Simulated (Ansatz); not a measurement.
# In (diamond type): how the settings move a single-point run

Question: which choices in the input matter for In (diamond type)?

Program: Ansatz 0.2.0. Level of theory: reference: DFT, PBEsol, all-electron LAPW, scalar-relativistic. These are calculated values, not measurements.

**1. The starting structure**

It takes space group Fd-3m (No. 227, cubic). The conventional cell has a = 5.992 Å, b = 5.992 Å, c = 5.992 Å, α = 90.00°, β = 90.00°, γ = 90.00°. Around In (site symmetry -43m) lie 4 In at 2.59 Å.

Coordinates:

```cif
data_structure
_symmetry_space_group_name_H-M 'P 1'
_symmetry_Int_Tables_number 1
_cell_length_a 4.2370
_cell_length_b 4.2370
_cell_length_c 4.2370
_cell_angle_alpha 60.000
_cell_angle_beta 60.000
_cell_angle_gamma 60.000
_cell_volume 53.79
loop_
_atom_site_label
_atom_site_type_symbol
_atom_site_fract_x
_atom_site_fract_y
_atom_site_fract_z
_atom_site_occupancy
In1 In 0.87500 0.87500 0.87500 1
In2 In 0.12500 0.12500 0.12500 1
```

**2. The reference run**

The input, input.yaml:

```yaml
crystal:
  lattice:
    - [0.0, 2.9960332181, 2.9960332181]
    - [2.9960332181, 0.0, 2.9960332181]
    - [2.9960332181, 2.9960332181, 0.0]
  atoms:
    - { symbol: In, position: [-0.125, -0.125, -0.125] }
    - { symbol: In, position: [0.125, 0.125, 0.125] }
kpoints:
  mp_grid: { grid: [10, 10, 10] }
scf:
  occupations: { method: fermi_dirac, width: 0.08 }
hamiltonian:
  xc: pbesol
  pseudopotentials: { kind: all_electron, lapw: { basis_error: 0.001 } }
output:
  forces: true
  stress: true
  eigenvalues: true
  populations: true
```

The run is started by

```
> ansatz run input.yaml --threads 1 --pin off --max-ram 2048MiB --backend cpu --events-out ev --progress --plain --runs-dir out
```

**3. Changed: spin_polarized true**

input.yaml: that of step 2 with these lines changed.

```diff
@@ -20 +20,3 @@
   populations: true
+magnetization:
+  spin_polarized: true
```

**Question.** What will these runs give? Wanted: for each run, ending; energy change; pressure; gap; force.

**Answer**, as computed:

```tsv
run	ending	energy change	pressure (GPa)	gap (eV)	force (eV/Å)	cycles	time
reference	converged	0	15.3	0.00	0.00	6	17 s
1: spin_polarized true	converged	0.0 meV/atom	15.3	0.00	0.00	11	43 s
```

Residual by cycle in the longest SCF loop of each run; runs are numbered as in the table. The quantity is the density residual dr2, in eV.

```tsv
cycle	reference	run 1
1	0.0568	0.0688
2	0.0159	0.0567
3	0.00301	0.0368
4	6.3e-6	0.00956
5	1.8e-7	0.00213
6	1.1e-9	0.00101
7	-	1.7e-4
8	-	2.4e-5
9	-	4.3e-6
10	-	1.1e-7
11	-	9.7e-9
```

**Reading.** With the changed spin polarisation the energy stays within 0.5 meV/atom: no moment was seeded, so none could form, and both runs end non-magnetic. The structure is not at rest: the sound run finds 15 GPa, so these are no properties of the relaxed crystal. 
